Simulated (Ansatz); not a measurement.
# RbNbTe2: the cost of one run

Computed with Ansatz 0.2.0 (DFT PBE, scalar-relativistic, plane waves, PAW, unless a step's input says otherwise).

## Step 1: The starting structure

It takes space group P-6m2 (No. 187, hexagonal). The conventional cell has a = 3.893 Å, b = 3.893 Å, c = 9.116 Å, α = 90.00°, β = 90.00°, γ = 120.00°. Rb (site symmetry -6m2) has 6 Te at 3.60 Å and 6 Rb at 3.89 Å as nearest neighbours. Around Nb (site symmetry -6m2) lie 6 Te at 2.84 Å. Around Te (site symmetry 3m) lie 3 Nb at 2.84 Å and 3 Rb at 3.60 Å.

Coordinates:

```cif
data_structure
_symmetry_space_group_name_H-M 'P-6m2'
_symmetry_Int_Tables_number 187
_cell_length_a 3.8931
_cell_length_b 3.8931
_cell_length_c 9.1157
_cell_angle_alpha 90.000
_cell_angle_beta 90.000
_cell_angle_gamma 120.000
_cell_volume 119.65
loop_
_atom_site_label
_atom_site_type_symbol
_atom_site_symmetry_multiplicity
_atom_site_Wyckoff_symbol
_atom_site_fract_x
_atom_site_fract_y
_atom_site_fract_z
_atom_site_occupancy
Rb1 Rb 1 b 0.00000 0.00000 0.50000 1
Nb1 Nb 1 a 0.00000 0.00000 0.00000 1
Te1 Te 2 h 0.33333 0.66667 0.19098 1
```

The cell was relaxed beforehand at this level, from a generated guess; it is a trial structure. At a tolerance of 0.02 Å it has space group P-6m2 (No. 187); it has 29.91 Å³/atom, an uncorrected energy of -0.61 eV/atom over the elements and, on its mesh, gap 0.60 eV.

## Step 2: Strained cells: the elastic tensor

The input, input.yaml:

```yaml
crystal:
  lattice:
    - [3.8936132648, 2.89e-08, 0.0]
    - [-1.9468066574, 3.3719679854, 0.0]
    - [0.0, 0.0, 9.1140792874]
  atoms:
    - { symbol: Rb, position: [0.0, 0.0, 0.5] }
    - { symbol: Nb, position: [0.0, 0.0, 0.0] }
    - { symbol: Te, position: [0.3333333333, 0.6666666667, 0.1909915115] }
    - { symbol: Te, position: [0.3333333333, 0.6666666667, 0.8090084885] }
basis:
  ecutwfc: 420
kpoints:
  mp_grid: { grid: [12, 12, 4] }
hamiltonian:
  xc: pbe
scf:
  occupations: { method: fixed }
output:
  forces: true
  stress: true
  eigenvalues: true
  polarization: {}
elastic:
  mode: relaxed_ion
  stencil: two_point
```

Run with:

```sh
$ ansatz run input.yaml --threads 1 --pin off --max-ram 3072MiB --backend cpu --events-out ev --progress --plain --runs-dir out
```

**Question.** How long does this run take on 1 thread of Intel Xeon 6975P-C (Granite Rapids), shared host, and how much memory does it need?

About 19 min, with a peak of 1.2 GiB.
